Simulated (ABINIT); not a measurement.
Crystal: SrSiNi.

```xyz
3
Lattice="3.9850 0.0000 0.0000 -1.9925 3.4511 0.0000 0.0000 0.0000 4.7560" Properties=species:S:1:pos:R:3 pbc="T T T"
Sr    0.0000    0.0000    0.0000
Ni    1.9925    1.1504    2.3780
Si    0.0000    2.3007    2.3780
```

The cell comes from a database or a generator and needn't be the stable form of this composition.

| Item | Value |
| --- | --- |
| Program | ABINIT 10.8.3 (patched build) |
| Task | relaxation of cell and atoms |
| Functional | PBEsol |
| Potentials or basis | Ansatz PAW PBE default generated set, frozen core |
| Cutoff | 419 eV |
| k mesh | 6 × 6 × 4 |
| Occupations | fermi-dirac, width 0.05 eV |
| Spin | collinear spin, ferromagnetic start |
| Starting moments | [0.0, 1.0, 0.0] μB |

At the start: pressure -2.7 GPa; volume 21.80 Å³/atom.

**Question.** How do energy, volume and symmetry change on relaxing?

**Answer.** Over 8 steps the energy falls by 7.4 meV/atom and the volume is 20.96 Å³/atom (-3.8 %); space group P-6m2 (No. 187, to 0.05 Å); moment 0.00 μB per cell.

The path:
```
step  energy change (eV)  largest force (eV/Å)  pressure (GPa)  volume (Å³)
   1              0.0000                0.0000           -2.70        65.41
   2             -0.0084                0.0000           -2.16        64.87
   3             -0.0219                0.0000            0.09        62.86
   4             -0.0220                0.0000           -0.02        62.95
   5             -0.0220                0.0000           -0.04        62.96
   6             -0.0221                0.0000           -0.06        62.95
   7             -0.0221                0.0000           -0.03        62.91
   8             -0.0221                0.0000            0.00        62.89
```

Final structure:
```yaml
crystal:
  lattice:
    - [3.93234, 0.00000, 0.00000]
    - [-1.96617, 3.40551, 0.00000]
    - [0.00000, 0.00000, 4.69630]
  atoms:
    - { symbol: Sr, position: [0.00000, 0.00000, 0.00000] }
    - { symbol: Ni, position: [0.66667, 0.33333, 0.50000] }
    - { symbol: Si, position: [0.33333, 0.66667, 0.50000] }
```

Caveat: the atomic spheres overlap; small starting moments can end in a higher magnetic state in this program; the PAW data sets were made with another functional, which shifts forces and pressure a little.
